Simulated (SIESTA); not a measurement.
GdO:

```
Gd O
1.0
     0.00000    2.70000    2.70000
     2.70000    0.00000    2.70000
     2.70000    2.70000    0.00000
Gd O
1 1
Direct
  0.00000 0.00000 0.00000
  0.75000 0.75000 0.75000
```

Base run:

| Property | Result |
| --- | --- |
| Program | SIESTA 5.4.2 |
| Functional | vdW-DF2 |
| Potentials or basis | PseudoDojo 0.4 standard with PseudoDojo 3+ lanthanides (4f in the core) (PBE files) |
| Basis | DZP (energy shift 0.003 Ry; two zetas on semicore shells) |
| Grid cutoff | 800 Ry |
| Energy shift | 0.003 Ry |
| k mesh | 9 × 9 × 9 |
| Occupations | fermi-dirac, width 0.05 eV |
| Spin | collinear spin, ferromagnetic start |
| Starting moments | [7.0, 0.0] μB |

Its results: band gap on the k mesh none (metal or under the smearing width); pressure 3.0 GPa; net moment 0.88 μB per cell; site moments Gd +0.85; O +0.04 μB.

Task: The run is repeated on the same cell with these changes: functional from vdW-DF2 to optB88-vdW. What comes out?

Result: Band gap on the k mesh none (metal or under the smearing width); pressure -2.3 GPa; net moment 0.92 μB per cell; site moments Gd +0.91; O +0.01 μB.

Caveats: the potentials were made for another functional, which shifts forces and pressure; spin-orbit coupling is left out, which moves the levels of the heavy elements; the 4f electrons are frozen in the core as for a trivalent ion, so they carry no moment and show no levels; the basis of atomic orbitals isn't converged, which shifts pressures, moduli and gaps; a cell with one magnetic atom can't hold antiferromagnetic order, which such compounds often take.
